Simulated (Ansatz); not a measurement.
**AlNi: optics and the fine band structure**

What do the bands imply for light and for carriers? Levels are solved on a fine mesh after the ground state. Runs: cell and atoms relaxed (PAW); reference run (PAW and LAPW).

Method: DFT LDA, frozen-core PAW and all-electron LAPW, scalar-relativistic unless said, in Ansatz 0.2.0.

1 further run of the same task is left out (it didn't finish).

### Step 1. The structure to begin with

The structure is cubic, space group Pm-3m (No. 221). Conventional cell: a = 2.881 Å, b = 2.881 Å, c = 2.881 Å, α = 90.00°, β = 90.00°, γ = 90.00°. Al (site symmetry m-3m) has 8 Ni at 2.50 Å as nearest neighbours. Ni (site symmetry m-3m) is surrounded by 8 Al at 2.50 Å.

As a file:

```cif
data_structure
_symmetry_space_group_name_H-M 'P 1'
_symmetry_Int_Tables_number 1
_cell_length_a 2.8810
_cell_length_b 2.8810
_cell_length_c 2.8810
_cell_angle_alpha 90.000
_cell_angle_beta 90.000
_cell_angle_gamma 90.000
_cell_volume 23.91
loop_
_atom_site_label
_atom_site_type_symbol
_atom_site_fract_x
_atom_site_fract_y
_atom_site_fract_z
_atom_site_occupancy
Al1 Al 0.00000 0.00000 0.00000 1
Ni1 Ni 0.50000 0.50000 0.50000 1
```

Cartesian axes are those of the input's lattice vectors. The structure goes back to a database entry.

### Step 2. Cell and atoms relaxed, PAW

Input file input.yaml:

```yaml
crystal:
  lattice:
    - [2.881, 0.0, 0.0]
    - [0.0, 2.881, 0.0]
    - [0.0, 0.0, 2.881]
  atoms:
    - { symbol: Al, position: [0.0, 0.0, 0.0] }
    - { symbol: Ni, position: [0.5, 0.5, 0.5] }
kpoints:
  mp_grid: { grid: [12, 12, 12] }
scf:
  occupations: { method: fermi_dirac, width: 0.1 }
hamiltonian:
  xc: lda
  pseudopotentials: { kind: paw }
relax:
  f_tol: 0.002
  max_steps: 80
  cell: {}
output:
  forces: true
  stress: true
```

Started as:

```sh
$ ansatz run input.yaml --threads 1 --pin off --max-ram 3072MiB --backend cpu --events-out ev --progress --plain --runs-dir out
```

### Step 3. Reference run, fine mesh, PAW

Input file input.yaml:

```yaml
crystal:
  lattice:
    - [2.83314693681, 0.0, 0.0]
    - [0.0, 2.83314693681, 0.0]
    - [0.0, 0.0, 2.83314693681]
  atoms:
    - { symbol: Al, position: [0.0, 0.0, 0.0] }
    - { symbol: Ni, position: [0.5, 0.5, 0.5] }
kpoints:
  mp_grid: { grid: [12, 12, 12] }
scf:
  occupations: { method: fermi_dirac, width: 0.1 }
hamiltonian:
  xc: lda
  pseudopotentials: { kind: paw }
output:
  forces: true
  stress: true
  eigenvalues: true
  eigenstates:
    nscf_kmesh: { grid: [20, 20, 20] }
    de_dk: true
    e_range: [-14, 14]
  optics:
    e_range: [0, 30]
    de: 0.2
    sigma: 0.15
    bands: { spectra_wanted_up_to: 30 }
    nscf_kmesh: { grid: [20, 20, 20] }
    drude_damping: 0.2
checkpoint:
  write: ck
  write_wavefunctions: false
```

### Step 4. Reference run, fine mesh, LAPW

input.yaml, as its differences from that of step 3:

```diff
@@ -14,3 +14,3 @@
   xc: lda
-  pseudopotentials: { kind: paw }
+  pseudopotentials: { kind: all_electron, lapw: { basis_error: 0.001 } }
 output:
```

(Steps that only read results are left out.)

**Question.** What will these runs give? Wanted: states at the Fermi level; bare Sommerfeld coefficient; plasma energy; strongest local maximum of Im εxx; peak of the loss function along x.

As calculated:

| quantity | value |
| --- | --- |
| states at the Fermi level (PAW) | 0.38 per eV and atom |
| bare Sommerfeld coefficient | 0.90 mJ/(K² mol of atoms) |
| plasma energy (x, y, z) | 7.3, 7.3, 7.3 eV |
| strongest local maximum of Im εxx | 2.6 eV |
| peak of the loss function along x | 21.1 eV |

**Reading.** It is a metal with 2 bands crossing the Fermi level, 0.38 states per eV and atom there and a mean speed of 0.76 × 10⁶ m/s. These are bare band values on this mesh, without coupling to phonons. The spectra hold no excitons and no local fields. Cautions: frozen-core PAW files fitted under PBE, their cores solved anew for the functional of the run; these sums move with the mesh, by several per cent and more for small sheets.
